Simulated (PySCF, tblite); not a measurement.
**C3H4O4Si: geometry, infrared bands and NMR shifts**

What infrared bands and NMR shifts should C3H4O4Si (`O=C[Si@@H]1OCC(=O)O1`) show?

Computed with tblite 0.8.0 and PySCF 2.14.0, with density-fitted response routines of our own, on a single molecule in the gas phase. Atoms are numbered from 0 throughout.

## (1) The starting structure

12 atoms, charge 0, multiplicity 1; geometry from: force field or distance geometry start.

Bonds of the start (Å): O0–C1 1.25, C1–Si2 1.81, Si2–O3 1.74, O3–C4 1.40, C4–C5 1.49, C5–O6 1.27, C5–O7 1.40, O7–Si2 1.75, C1–H8 1.11, Si2–H9 1.43, C4–H10 1.10, C4–H11 1.12.

## (2) Geometry optimisation with GFN2-xTB

What the job is given:

```
{"job": {"kind": "relax", "xc": "GFN2-xTB", "basis": "xTB"}, "charge": 0, "multiplicity": 1}
O      2.498400    -0.049200     1.041300
C      1.869500    -0.142900    -0.035100
Si     0.521700     0.971500    -0.504400
O     -0.554500     1.099700     0.852400
C     -1.017300    -0.225100     0.817500
C     -1.457400    -0.514900    -0.577400
O     -2.468600    -1.188200    -0.958400
O     -0.586700     0.062400    -1.502000
H      2.226400    -0.981800    -0.662500
H      0.894700     2.247900    -1.036400
H     -1.811200    -0.421200     1.553900
H     -0.114000    -0.858900     0.985100
```

Started as:

```console
$ OMP_NUM_THREADS=1 python probes_run.py task.json out
```

One launch serves the whole session: the jobs run in the order shown.

**Question.** This job is followed by: GFN2-xTB harmonic vibrations, gas phase; GIAO PBE0/pcSseg-1 NMR shielding, non-relativistic, gas phase. Predict these results of the whole session: strongest single infrared mode (GFN2-xTB); zero-point energy (GFN2-xTB); 13C shifts against TMS (PBE0/pcSseg-1); 1H shifts against TMS (PBE0/pcSseg-1); 17O shifts against H2O (PBE0/pcSseg-1); 29Si shifts against TMS (PBE0/pcSseg-1).

As calculated:

| quantity | value |
| --- | --- |
| strongest single infrared mode (GFN2-xTB) | 1833 cm⁻¹, 533 km/mol |
| zero-point energy (GFN2-xTB) | 44.8 kcal/mol |
| 13C shifts against TMS (PBE0/pcSseg-1) | 235.9, 174.3, 65.6 ppm |
| 1H shifts against TMS (PBE0/pcSseg-1) | 11.67, 4.65, 4.64, 4.48 ppm |
| 17O shifts against H2O (PBE0/pcSseg-1) | 962.5, 445.8, 214.8, 28.2 ppm |
| 29Si shifts against TMS (PBE0/pcSseg-1) | -39.3 ppm |

**Reading.** Over 112 steps the energy fell by 1.560 eV; of the close pairs, C1–Si2 changed most, 1.811 to 1.916 Å. No mode is imaginary among the 30: a minimum at this level. The strongest single mode, at 1833 cm⁻¹, moves mainly C5 and O6. Unscaled tight-binding wavenumbers are off by several per cent, some by more. Its intensities can rank the bands wrongly. At PBE0/pcSseg-1: The widest tensor belongs to O0: span 2143 ppm, with a paramagnetic part of -1022 ppm.
